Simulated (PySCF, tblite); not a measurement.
**C₇H₈ClO radical: geometry, infrared bands and EPR parameters**

Aim: predict the infrared bands and EPR parameters of C₇H₈ClO radical (`C=C[C@@H](C)[C]1O/C1=C/Cl`).

Computed with tblite 0.8.0 and PySCF 2.14.0, with density-fitted response routines of our own, on a single molecule in the gas phase. Atoms are numbered from 0 throughout.

## Step 1: The molecule as given

17 atoms, charge 0, multiplicity 2; geometry from: force field or distance geometry start.

Bonds of the start (Å): C0–C1 1.32, C1–C2 1.49, C2–C3 1.51, C2–C4 1.51, C4–O5 1.41, O5–C6 1.41, C6–C7 1.33, C7–Cl8 1.76, C6–C4 1.47, C0–H9 1.10, C0–H10 1.09, C1–H11 1.07, C2–H12 1.13, C3–H13 1.09, C3–H14 1.11, C3–H15 1.14, C7–H16 1.08.

## Step 2: Relaxing the molecule with GFN2-xTB

What the job is given:

```
{"job": {"kind": "relax", "xc": "GFN2-xTB", "basis": "xTB"}, "charge": 0, "multiplicity": 2}
C     -0.837000     2.036100    -0.179700
C     -0.839500     0.768400    -0.563900
C     -0.656600    -0.379000     0.374300
C     -1.827900    -1.338700     0.353700
C      0.560200    -1.202500     0.034200
O      1.426800    -1.342400     1.132700
C      1.886700    -0.578600     0.035800
C      2.938400     0.126500    -0.377300
Cl     2.944400     0.904700    -1.952500
H     -0.984300     2.791100    -0.967000
H     -0.730800     2.340200     0.863300
H     -0.960800     0.548400    -1.600000
H     -0.552400     0.019200     1.426700
H     -2.087900    -1.595200    -0.677000
H     -2.676400    -1.025800     1.002000
H     -1.429200    -2.292700     0.838700
H      3.819300     0.232500     0.246000
```

Started as:

```bash
$ OMP_NUM_THREADS=1 python probes_run.py task.json out
```

One launch serves the whole session: the jobs run in the order shown.

**Question.** This job is followed by: GFN2-xTB harmonic vibrations, gas phase; UKS B3LYP, pcH-1 on C Cl H O, non-relativistic, mean-field spin-orbit, GIAO. Predict these results of the whole session: strongest single infrared mode (GFN2-xTB); zero-point energy (GFN2-xTB); g(iso) (B3LYP); ⟨S²⟩; largest a(iso) (averaged by class); surface potential, 1st and 99th percentile.

The runs gave:

```
                                 quantity                 value
strongest single infrared mode (GFN2-xTB)  1085 cm⁻¹, 83 km/mol
             zero-point energy (GFN2-xTB)         78.9 kcal/mol
                           g(iso) (B3LYP)               2.00371
                                     ⟨S²⟩    0.756 (exact 0.75)
       largest a(iso) (averaged by class)  13C on C4, 199.3 MHz
    surface potential, 1st and 99th percentile    -1.04 V and 1.06 V
```

**Reading.** The optimisation took 173 steps and gained 0.712 eV; among the close pairs (by a distance rule), C4–C6 changed most, from 1.466 to 1.368 Å. No mode is imaginary among the 45: a minimum at this level. The strongest single mode, at 1085 cm⁻¹, is spread over several atoms, C2, O5, C3, H12 among them. Unscaled tight-binding wavenumbers are off by several per cent, some by more. Its intensities can rank the bands wrongly. C4 carries the largest spin population, 0.76 e. The isotropic g lies 1.4 ppt above the free-electron value.
